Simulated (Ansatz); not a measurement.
# C₂H₈OSi: how energies converge with the basis set

An exercise on one series of results from a longer session: the logs are not shown, and one member is left open.

Method: one geometry, several basis sets; program: Ansatz 0.2.0, Gaussian basis.

The runs, in order: PBE0-D4/def2-SVP; ωB97M-V/def2-SVP; PBE0-D4/def2-QZVPP; ωB97M-V/def2-QZVPP; the functionals' def2-TZVPP values are taken from earlier runs.

### The geometry

All runs share one geometry, relaxed beforehand with PBE0-D4 in a triple-zeta def2 set.

SMILES `CC[SiH2]O`, 12 atoms, charge 0, spin multiplicity 1.

Atoms are counted from 1 here; the program's logs count them from 0.

Bond lengths: C1–C2 1.526 Å, C1–H5 1.094 Å, C1–H6 1.093 Å, C1–H7 1.093 Å, C2–Si3 1.868 Å, C2–H8 1.096 Å, C2–H9 1.097 Å, Si3–O4 1.653 Å, Si3–H10 1.494 Å, Si3–H11 1.484 Å, O4–H12 0.957 Å. Angles: C2–C1–H5 111.5°, C2–C1–H6 111.3°, C2–C1–H7 111.8°, H5–C1–H6 107.5°, H5–C1–H7 107.4°, H6–C1–H7 107.1°, C1–C2–Si3 113.6°, C1–C2–H8 110.5°, C1–C2–H9 110.5°, Si3–C2–H8 108.4°, Si3–C2–H9 107.5°, H8–C2–H9 106.1°, C2–Si3–O4 112.4°, C2–Si3–H10 108.7°, C2–Si3–H11 110.7°, O4–Si3–H10 109.8°, O4–Si3–H11 105.6°, H10–Si3–H11 109.7° and more.

Set-up of the first run:

Contents of in.yaml:

```yaml
crystal:
  periodic: [false, false, false]
  atoms:
    - {symbol: C, position_ang: [-1.462032, -0.315082, -0.130353]}
    - {symbol: C, position_ang: [-0.193108, -0.595223, 0.670555]}
    - {symbol: Si, position_ang: [1.348053, 0.138237, -0.088584]}
    - {symbol: O, position_ang: [1.257971, 1.782743, -0.229554]}
    - {symbol: H, position_ang: [-1.384698, -0.701280, -1.150781]}
    - {symbol: H, position_ang: [-1.659094, 0.758335, -0.198744]}
    - {symbol: H, position_ang: [-2.341424, -0.775269, 0.326842]}
    - {symbol: H, position_ang: [-0.292139, -0.210908, 1.691680]}
    - {symbol: H, position_ang: [-0.031104, -1.675825, 0.767170]}
    - {symbol: H, position_ang: [1.555764, -0.473528, -1.435514]}
    - {symbol: H, position_ang: [2.530594, -0.124909, 0.769110]}
    - {symbol: H, position_ang: [0.748118, 2.137609, -0.957929]}
basis:
  gaussian: {orbitals: def2-SVP}
hamiltonian: {xc: pbe0, dispersion: d4}
output: {orbitals: {seedname: orbitals}}
```

Among the steps run: PBE0-D4 in def2-SVP; ωB97M-V in def2-SVP; PBE0-D4 in def2-QZVPP; ωB97M-V in def2-QZVPP.

One table of the session follows, with a row left open; its other results are not shown here.

It belongs to the step «Functionals by basis». 

```
functional       basis  HOMO (eV)  LUMO (eV)
   PBE0-D4    def2-SVP      -7.94       1.00
   PBE0-D4  def2-TZVPP          ?          ?
   PBE0-D4  def2-QZVPP      -8.07       0.09
   ωB97M-V    def2-SVP     -10.20       2.75
   ωB97M-V  def2-TZVPP     -10.32       1.93
   ωB97M-V  def2-QZVPP     -10.34       1.39
```

**Question.** Estimate the row for PBE0-D4, def2-TZVPP.

**Answer.** HOMO (eV): -8.05; LUMO (eV): 0.38. In the column «HOMO (eV)» it lies between PBE0-D4, def2-QZVPP (-8.07) and PBE0-D4, def2-SVP (-7.94).
